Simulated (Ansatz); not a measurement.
Working through a single point in a Gaussian basis of CH9NSi3, SMILES N[SiH]1C[SiH2][SiH2]1

With Ansatz 0.2.0 through its Python package.

At the Python prompt:
```pycon
>>> from pathlib import Path
>>> import ansatz as az
>>> geometry = (
...     az.Crystal.molecule()
...     .atom("N", [-0.8622, 2.1085, 0.542])
...     .atom("Si", [-0.6706, 0.479, 0.5973])
...     .atom("C", [-0.9031, -0.3523, -1.1017])
...     .atom("Si", [0.4743, -1.7048, -0.6724])
...     .atom("Si", [1.5111, -0.2378, 0.6475])
...     .atom("H", [-0.7231, 2.6101, 1.4269])
...     .atom("H", [-0.2701, 2.6048, -0.1423])
...     .atom("H", [-1.4735, -0.0785, 1.6594])
...     .atom("H", [-1.8709, -0.7184, -1.2448])
...     .atom("H", [-0.5514, 0.2713, -1.9057])
...     .atom("H", [-0.2129, -2.8417, 0.113])
...     .atom("H", [1.19, -2.1681, -1.8362])
...     .atom("H", [1.9314, -0.7046, 1.9728])
...     .atom("H", [2.4181, 0.7031, -0.027])
... )
>>> base = geometry.calculation().basis(gaussian="cc-pVDZ").functional(az.LibraryFunctional("wB97X-V")).orbitals()
>>> res = base.run(threads=1, runs_dir="out")
>>> rep = res.report
>>> rep["reference_energy_ev"]
-26301.62217179882
>>> for key in ("converged", "free_energy_ev", "reference_energy_ev", "n_frozen", "n_occupied", "n_virtual"):
...     print(f"{key:22s} {rep[key]}")
...
converged              True
free_energy_ev         -26301.62217179882
reference_energy_ev    -26301.62217179882
n_frozen               0
n_occupied             [32, 32]
n_virtual              [95, 95]
>>> field = rep["mean_field"]
>>> print("<S^2> =", round(abs(field["state"]["spin_squared"]), 4), " all-electron relativity setting:", field["relativity"])
<S^2> = 0.0  all-electron relativity setting: none
>>> print("passes:", field["passes"])
passes: {'evaluations': 15, 'products': 13}
>>> if "symmetry" in field:
...     print("occupied orbitals by irrep:", field["symmetry"]["occupied"])
...
occupied orbitals by irrep: [{'A': 32}, {'A': 32}]
>>> lines = Path(rep["orbitals_path"]).read_text().splitlines()
>>> field_of = lambda key: [line.split("=")[1].strip() for line in lines if line.startswith(key)]
>>> orbitals = [(27.211386 * float(e), s, float(n)) for e, s, n in zip(field_of("Ene="), field_of("Spin="), field_of("Occup="))]
>>> homo = max(e for e, _, n in orbitals if n > 0.5)
>>> lumo = min(e for e, _, n in orbitals if n < 0.5)
>>> for e, spin, n in sorted(orbitals):
...     if homo - 10 < e < lumo + 5:
...         print(f"{spin:6s} {e:10.3f} eV  occupation {n:.0f}")
...
Alpha     -17.217 eV  occupation 2
Alpha     -16.261 eV  occupation 2
Alpha     -15.864 eV  occupation 2
Alpha     -14.545 eV  occupation 2
Alpha     -13.976 eV  occupation 2
Alpha     -12.653 eV  occupation 2
Alpha     -12.442 eV  occupation 2
Alpha     -11.667 eV  occupation 2
Alpha     -11.391 eV  occupation 2
Alpha     -10.226 eV  occupation 2
Alpha     -10.135 eV  occupation 2
Alpha      -8.338 eV  occupation 2
Alpha       1.946 eV  occupation 0
Alpha       2.605 eV  occupation 0
Alpha       2.923 eV  occupation 0
Alpha       3.620 eV  occupation 0
Alpha       3.995 eV  occupation 0
Alpha       4.187 eV  occupation 0
Alpha       4.732 eV  occupation 0
Alpha       5.179 eV  occupation 0
Alpha       5.243 eV  occupation 0
Alpha       5.714 eV  occupation 0
Alpha       6.131 eV  occupation 0
Alpha       6.209 eV  occupation 0
Alpha       6.828 eV  occupation 0
```

Reading the output:
- Total energies depend on the basis set; only differences at equal settings carry meaning.
- The geometry is a force-field or estimated start, not a minimum of this method, and the basis set is short of its limit.
- Alpha marks a spatial orbital of a restricted run, filled by both spins.
- Levels such as HOMO and LUMO are orbital energies: with these approximate functionals they aren't the ionisation energy and electron affinity, and their gap isn't the fundamental gap.
- Finished in 28 s on 1 thread of Arm Neoverse V1, on a shared host, peak memory 0.49 GiB.
